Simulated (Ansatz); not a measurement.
Predict the output of the script below (Ansatz 0.2.0 through its Python package).

`ecut.py`:
```python
# -*- coding: utf-8 -*-
"""Convergence of Lu with the plane-wave cutoff."""

import ansatz
import matplotlib.pyplot as plt


def main():
    system = (
        ansatz.Lattice.bcc(3.908214)
        .space_group(229)
        .atom("Lu", (0.0, 0.0, 0.0))
        .primitive()
    )

    setup = (
        system.calculation()
        .kpoints(10)
        .scf(tolerance=1e-09)
        .functional("r2scan")
        .occupations(ansatz.OccupationsMethod.FERMI_DIRAC, width=0.05)
        .stress()
    )

    rows = []
    for value in [250, 300, 350, 400, 450]:
        rep = setup.basis(value).run(threads=1, pin="off").report
        rows.append((value, rep["free_energy_ev"] / len(rep["lattice"]["sites"]), rep["n_iterations"], sum(rep["stress_gpa"][i][i] for i in range(3)) / 3, rep["n_pw"]))

    print(" cutoff (eV)   F/atom (eV)    iterations       P (GPa)   plane waves")
    for row in rows:
        print(f"{str(row[0]):>12s}  {row[1]:12.5f}  {row[2]:12d}  {row[3]:12.3f}  {row[4]:12d}")

    # the last row is the reference
    for row in rows[:-1]:
        shift = 1000 * (row[1] - rows[-1][1])
        print(f"{row[0]}: {shift:+.2f} meV/atom" + ("  (within 1 meV)" if abs(shift) < 1 else ""))
    plt.figure(figsize=(4.5, 3))
    plt.plot([str(row[0]) for row in rows], [1000 * (row[1] - rows[-1][1]) for row in rows], "o-")
    plt.xlabel("cutoff (eV)")
    plt.ylabel("F - F(last) (meV/atom)")
    plt.tight_layout()
    plt.savefig("ecut.png", dpi=100)


if __name__ == "__main__":
    main()
```

`python ecut.py` gives:
```text
DeckWarning: basis.ecutwfc = 250 eV is below the records' recommended 500 eV, and the density's cutoff is lower with it unless basis.ecutrho_ratio is high enough to keep the records' density cutoff: compare with a run at a higher cutoff
DeckWarning: output.stress: scf.convergence.dr2_threshold = 1e-9 eV is looser than the 1e-10 eV advised for a printed stress (1e-10 eV for each atom of the cell: 1). What an SCF threshold leaves in a stress goes as its square root, and in the free energy as the threshold itself, and one threshold admits the most on a [...]
DeckWarning: basis.ecutwfc = 300 eV is below the records' recommended 500 eV, and the density's cutoff is lower with it unless basis.ecutrho_ratio is high enough to keep the records' density cutoff: compare with a run at a higher cutoff
DeckWarning: basis.ecutwfc = 350 eV is below the records' recommended 500 eV, and the density's cutoff is lower with it unless basis.ecutrho_ratio is high enough to keep the records' density cutoff: compare with a run at a higher cutoff
DeckWarning: basis.ecutwfc = 400 eV is below the records' recommended 500 eV, and the density's cutoff is lower with it unless basis.ecutrho_ratio is high enough to keep the records' density cutoff: compare with a run at a higher cutoff
DeckWarning: basis.ecutwfc = 450 eV is below the records' recommended 500 eV, and the density's cutoff is lower with it unless basis.ecutrho_ratio is high enough to keep the records' density cutoff: compare with a run at a higher cutoff
 cutoff (eV)   F/atom (eV)    iterations       P (GPa)   plane waves
         250  -14742.65512             9        -0.597           249
         300  -14743.53881             8        -0.487           369
         350  -14743.58109             9        -0.542           429
         400  -14743.58671             9        -0.535           555
         450  -14743.59035             9        -0.534           627
250: +935.23 meV/atom
300: +51.54 meV/atom
350: +9.25 meV/atom
400: +3.64 meV/atom
```
(Warnings from the package without file and line, shortened.)

What to keep in mind:
- For a metal this k-point mesh is coarse: on a finer one energies can move by several to tens of meV an atom and pressures by half a GPa or more, differences at one mesh by less.
- Pressure is positive in compression.
- This isn't the structure that Lu takes at ambient conditions.
- Shifts are counted from the last row, which is itself no proven limit.
- Wall time of the script: 10 s on 1 thread of Intel(R) Xeon(R) Processor @ 2.30GHz (shared host), peak memory 0.59 GiB.
